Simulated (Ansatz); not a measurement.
# C2H5In: how energies converge with the basis set

How large a basis does C2H5In need? Two functionals are run in growing sets.

Program: Ansatz 0.2.0, Gaussian basis. Level of theory: one geometry, several basis sets. These are calculated values, not measurements.

Plan: PBE0-D4/def2-SVP; ωB97M-V/def2-SVP; PBE0-D4/def2-QZVPP; ωB97M-V/def2-QZVPP; the functionals' def2-TZVPP values are taken from earlier runs.

## 1. The relaxed structure

The geometry comes from an earlier relaxation with PBE0-D4 in a triple-zeta def2 set; it is a stationary point, not always the lowest conformer. In takes the def2 core potential; no spin-orbit term is included.

8 atoms, charge 0, spin multiplicity 1.

Atoms are counted from 1 here; the program's logs count them from 0.

Bond lengths: C1–C2 1.339 Å, C1–H4 1.085 Å, C1–H5 1.085 Å, C2–H6 1.084 Å, C2–H7 1.084 Å, In3–H8 1.852 Å. Angles: C2–C1–H4 121.8°, C2–C1–H5 121.8°, H4–C1–H5 116.3°, C1–C2–H6 121.9°, C1–C2–H7 121.9°, H6–C2–H7 116.1°.

## 2. PBE0-D4 in def2-SVP

in.yaml

```yaml
crystal:
  periodic: [false, false, false]
  atoms:
    - {symbol: C, position_ang: [-0.752265, 0.295886, -0.658552]}
    - {symbol: C, position_ang: [0.435302, 0.696687, -0.187520]}
    - {symbol: In, position_ang: [-0.282190, -1.943454, 1.018755]}
    - {symbol: H, position_ang: [-1.683333, 0.593231, -0.187910]}
    - {symbol: H, position_ang: [-0.839699, -0.271589, -1.578952]}
    - {symbol: H, position_ang: [0.521888, 1.307539, 0.703179]}
    - {symbol: H, position_ang: [1.363964, 0.444252, -0.685356]}
    - {symbol: H, position_ang: [1.328432, -1.179551, 1.520656]}
basis:
  gaussian: {orbitals: def2-SVP}
hamiltonian: {xc: pbe0, dispersion: d4}
output: {orbitals: {seedname: orbitals}}
```

Launch:

```bash
$ ansatz run in.yaml --threads 2 --pin off --events-out ev --progress --plain --max-ram 4352MiB
```

The log of the run:

```text
Functional definition: PBE0
  name "PBE0"
  cite "Adamo & Barone, J. Chem. Phys. 110, 6158 (1999) doi:10.1063/1.478522"
  cite "Perdew, Burke & Ernzerhof, Phys. Rev. Lett. 77, 3865 (1996) doi:10.1103/PhysRevLett.77.3865"
  parent pbe
  parameter a = 0.25
  parameter kappa = 0.804
  parameter beta = 0.06672455060314922
  exchange = (1 - a)*pbe_x(kappa = kappa, mu = beta*pi^2/3) + a*exact_x
  correlation = pbe_c(beta = beta)
973 factors; their error is unknown
mean field evaluation 1: about -7315.7150 eV, gradient 5.1e1 eV
mean field evaluation 2: about -7298.7550 eV, gradient 8.3e1 eV
mean field evaluation 4: about -7323.5201 eV, gradient 2.0e0 eV
mean field evaluation 8: about -7323.6654 eV, gradient 2.6e-1 eV
mean field evaluation 16: about -7323.6656 eV, gradient 2.4e-5 eV
mean field -7323.66560946 eV, -269.1397469889 hartree, gradient 2.4e-5 eV, S^2 0.000000; 0 other end points of the search recorded, 0 dependent functions left out
reference -7323.66563926 eV, -269.1397480838 hartree; 19, 19 occupied and 60, 60 virtual orbitals, 973 factors
Total energy: -7323.80700835 eV, -269.1449433020 hartree
```

Run time: 1.1 s. Hardware: 2 threads of Arm Neoverse V1, shared host.

## 3. ωB97M-V in def2-SVP

in.yaml, as its differences from that of step 2:

```diff
@@ -13,3 +13,3 @@
   gaussian: {orbitals: def2-SVP}
-hamiltonian: {xc: pbe0, dispersion: d4}
+hamiltonian: {xc: {name: wB97M-V}}
 output: {orbitals: {seedname: orbitals}}
```

Same command.

The log of the run:

```text
Functional definition: wB97M-V
  name "wB97M-V"
  cite "Mardirossian & Head-Gordon, J. Chem. Phys. 144, 214110 (2016) doi:10.1063/1.4952647"
  cite "Becke, J. Chem. Phys. 107, 8554 (1997) doi:10.1063/1.475007"
  cite "Vydrov & Van Voorhis, J. Chem. Phys. 133, 244103 (2010) doi:10.1063/1.3521275"
  # Of w^i u^j: cxij and so on, Table III.
  parameter omega = 0.3/bohr
  parameter cx = 0.15
  parameter cx01 = 1.007
  parameter cx10 = 0.259
  parameter css00 = 0.443
  parameter css04 = -1.437
  parameter css10 = -4.535
  parameter css20 = -3.390
  parameter css43 = 4.278
  parameter cos00 = 1.000
  parameter cos10 = 1.358
  parameter cos20 = 2.924
  parameter cos21 = -8.812
  parameter cos60 = -1.390
  parameter cos61 = 9.142
  parameter b = 6.0
  parameter c = 0.01
  gx(w, u) = 1 - cx + cx01*u + cx10*w
  gss(w, u) = css00 + css04*u^4 + css10*w + css20*w^2 + css43*w^4*u^3
  gos(w, u) = cos00 + cos10*w + (cos20 + cos21*u)*w^2 + (cos60 + cos61*u)*w^6
  exchange = spin_sum(e_x_unif_sr(omega)*gx(b97_w, b97_u_x)) + cx*exact_x_sr(omega) + exact_x_lr(omega)
  correlation = spin_sum(e_c_pw_mod_same_spin*gss(b97_w, b97_u_same))
      + integral(e_c_pw_mod_opposite_spin*gos(b97_w_opposite, b97_u_opposite)) + vv10(b, c)
935 factors; their error is unknown
246 factors; integrals over basis functions are off by at most 8.4e-6 eV
mean field evaluation 1: about -7320.4146 eV, gradient 3.1e1 eV
mean field evaluation 2: about -7321.7486 eV, gradient 2.4e1 eV
mean field evaluation 4: about -7323.3577 eV, gradient 8.5e-1 eV
mean field evaluation 8: about -7323.3656 eV, gradient 2.2e-2 eV
mean field evaluation 16: about -7323.4299 eV, gradient 3.6e-5 eV
mean field -7323.42986427 eV, -269.1310835127 hartree, gradient 3.5e-5 eV, S^2 0.000000; 0 other end points of the search recorded, 0 dependent functions left out
reference -7323.42991066 eV, -269.1310852178 hartree; 19, 19 occupied and 60, 60 virtual orbitals, 935 factors
Total energy: -7323.42991066 eV, -269.1310852178 hartree
```

Wall time 4.9 s (2 threads of Arm Neoverse V1, shared host).

## 4. PBE0-D4 in def2-QZVPP

in.yaml, as its differences from that of step 3:

```diff
@@ -12,4 +12,4 @@
 basis:
-  gaussian: {orbitals: def2-SVP}
-hamiltonian: {xc: {name: wB97M-V}}
+  gaussian: {orbitals: "def2-QZVPP.json"}
+hamiltonian: {xc: pbe0, dispersion: d4}
 output: {orbitals: {seedname: orbitals}}
```

Same command.

The log of the run:

```text
Functional definition: PBE0
  name "PBE0"
  cite "Adamo & Barone, J. Chem. Phys. 110, 6158 (1999) doi:10.1063/1.478522"
  cite "Perdew, Burke & Ernzerhof, Phys. Rev. Lett. 77, 3865 (1996) doi:10.1103/PhysRevLett.77.3865"
  parent pbe
  parameter a = 0.25
  parameter kappa = 0.804
  parameter beta = 0.06672455060314922
  exchange = (1 - a)*pbe_x(kappa = kappa, mu = beta*pi^2/3) + a*exact_x
  correlation = pbe_c(beta = beta)
1156 factors; their error is unknown
mean field evaluation 1: about -7306.0510 eV, gradient 8.4e1 eV
mean field evaluation 2: about -7157.3751 eV, gradient 1.8e2 eV
mean field evaluation 4: about -7325.9357 eV, gradient 1.7e1 eV
mean field evaluation 8: about -7326.3501 eV, gradient 2.3e-1 eV
mean field evaluation 16: about -7326.4022 eV, gradient 2.4e-4 eV
mean field -7326.40219964 eV, -269.2403148229 hartree, gradient 3.3e-5 eV, S^2 0.000000; 0 other end points of the search recorded, 0 dependent functions left out
reference -7326.40224018 eV, -269.2403163127 hartree; 19, 19 occupied and 327, 327 virtual orbitals, 1156 factors
Total energy: -7326.54360927 eV, -269.2455115309 hartree
```

Run time: 7.5 s. Hardware: 2 threads of Arm Neoverse V1, shared host; peak memory 0.8 GiB.

## 5. ωB97M-V in def2-QZVPP

in.yaml, as its differences from that of step 4:

```diff
@@ -13,3 +13,3 @@
   gaussian: {orbitals: "def2-QZVPP.json"}
-hamiltonian: {xc: pbe0, dispersion: d4}
+hamiltonian: {xc: {name: wB97M-V}}
 output: {orbitals: {seedname: orbitals}}
```

Same command.

The log of the run:

```text
Functional definition: wB97M-V
  name "wB97M-V"
  cite "Mardirossian & Head-Gordon, J. Chem. Phys. 144, 214110 (2016) doi:10.1063/1.4952647"
  cite "Becke, J. Chem. Phys. 107, 8554 (1997) doi:10.1063/1.475007"
  cite "Vydrov & Van Voorhis, J. Chem. Phys. 133, 244103 (2010) doi:10.1063/1.3521275"
  # Of w^i u^j: cxij and so on, Table III.
  parameter omega = 0.3/bohr
  parameter cx = 0.15
  parameter cx01 = 1.007
  parameter cx10 = 0.259
  parameter css00 = 0.443
  parameter css04 = -1.437
  parameter css10 = -4.535
  parameter css20 = -3.390
  parameter css43 = 4.278
  parameter cos00 = 1.000
  parameter cos10 = 1.358
  parameter cos20 = 2.924
  parameter cos21 = -8.812
  parameter cos60 = -1.390
  parameter cos61 = 9.142
  parameter b = 6.0
  parameter c = 0.01
  gx(w, u) = 1 - cx + cx01*u + cx10*w
  gss(w, u) = css00 + css04*u^4 + css10*w + css20*w^2 + css43*w^4*u^3
  gos(w, u) = cos00 + cos10*w + (cos20 + cos21*u)*w^2 + (cos60 + cos61*u)*w^6
  exchange = spin_sum(e_x_unif_sr(omega)*gx(b97_w, b97_u_x)) + cx*exact_x_sr(omega) + exact_x_lr(omega)
  correlation = spin_sum(e_c_pw_mod_same_spin*gss(b97_w, b97_u_same))
      + integral(e_c_pw_mod_opposite_spin*gos(b97_w_opposite, b97_u_opposite)) + vv10(b, c)
1116 factors; their error is unknown
306 factors; integrals over basis functions are off by at most 1.6e-5 eV
mean field evaluation 1: about -7319.6754 eV, gradient 4.9e1 eV
mean field evaluation 2: about -7320.5480 eV, gradient 4.8e1 eV
mean field evaluation 4: about -7326.3213 eV, gradient 2.7e0 eV
mean field evaluation 8: about -7326.3523 eV, gradient 1.1e-1 eV
mean field evaluation 16: about -7326.3780 eV, gradient 3.2e-4 eV
mean field -7326.37801631 eV, -269.2394261021 hartree, gradient 3.5e-5 eV, S^2 0.000000; 0 other end points of the search recorded, 0 dependent functions left out
reference -7326.37808109 eV, -269.2394284828 hartree; 19, 19 occupied and 327, 327 virtual orbitals, 1116 factors
Total energy: -7326.37808109 eV, -269.2394284828 hartree
```

Wall time 19 s (2 threads of Arm Neoverse V1, shared host); peak memory 1 GiB.

## 6. Density functionals: the series

The def2-TZVPP values come from earlier runs at the same geometry.

```csv
functional,basis,functions,energy (eV),from the largest (eV),HOMO (eV),LUMO (eV)
PBE0-D4,def2-SVP,79,-7323.8070,2.737,-5.48,-1.44
PBE0-D4,def2-TZVPP,182,-7326.3861,0.158,-5.53,-1.49
PBE0-D4,def2-QZVPP,346,-7326.5436,0.000,-5.54,-1.50
ωB97M-V,def2-SVP,79,-7323.4299,2.948,-7.39,0.13
ωB97M-V,def2-TZVPP,182,-7326.2173,0.161,-7.48,-0.05
ωB97M-V,def2-QZVPP,346,-7326.3781,0.000,-7.49,-0.11
```

## 7. Outcome

| quantity | value |
| --- | --- |
| PBE0-D4: double and triple zeta above quadruple | 2.74, 0.16 eV |
| ωB97M-V: double and triple zeta above quadruple | 2.95, 0.16 eV |

For PBE0-D4 the step from double to triple zeta gains 2.58 eV and the next only 0.16 eV. Total energies overstate the basis error of differences, where much of it tends to cancel.

For PBE0-D4 the largest set took about 7 times as long as the smallest (7.5 s against 1.1 s).
